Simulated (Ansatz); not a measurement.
# BF3H2: the cost of one run

Method: UKS PBE-D4/6-31G, in Ansatz 0.2.0.

## Step 1: The starting structure

Bond lengths: B1–F2 1.680 Å, B1–F3 1.301 Å, B1–F4 1.303 Å. Angles: F2–B1–F3 108.8°, F2–B1–F4 108.9°, F3–B1–F4 123.5°.

As a file:

```xyz
6

B    -0.2229   -0.2075   -0.3321
F     0.4348   -0.4668    1.1921
F     0.4708   -0.8762   -1.2062
F    -1.5216   -0.2668   -0.2476
H     0.5243    0.6296    0.6886
H     0.3145    1.1877   -0.0947
```

## Step 2: Run 1

150 steps of 0.5 fs at constant energy, with velocities drawn for 600 K.

Contents of input.yaml:

```yaml
crystal:
  periodic: [false, false, false]
  atoms:
    - { symbol: B, position_ang: [-0.2229, -0.2075, -0.3321] }
    - { symbol: F, position_ang: [0.4348, -0.4668, 1.1921] }
    - { symbol: F, position_ang: [0.4708, -0.8762, -1.2062] }
    - { symbol: F, position_ang: [-1.5216, -0.2668, -0.2476] }
    - { symbol: H, position_ang: [0.5243, 0.6296, 0.6886] }
    - { symbol: H, position_ang: [0.3145, 1.1877, -0.0947] }
magnetization:
  spin_polarized: true
basis:
  gaussian: { orbitals: "6-31G" }
hamiltonian:
  xc: pbe
  dispersion: d4
md:
  timestep: 0.5
  n_steps: 150
  ensemble: nve
  temperature: 600.0
  initial_velocities: maxwell_boltzmann
  seed: 578591
```

Run with:

```bash
$ ansatz run input.yaml --threads 1 --pin off --max-ram 2048MiB --backend cpu --events-out ev --progress --plain --runs-dir out
```

What time and memory should one allow on 1 thread of Arm Neoverse V1, shared host?

About 3.4 min, with a peak of 0.094 GiB.
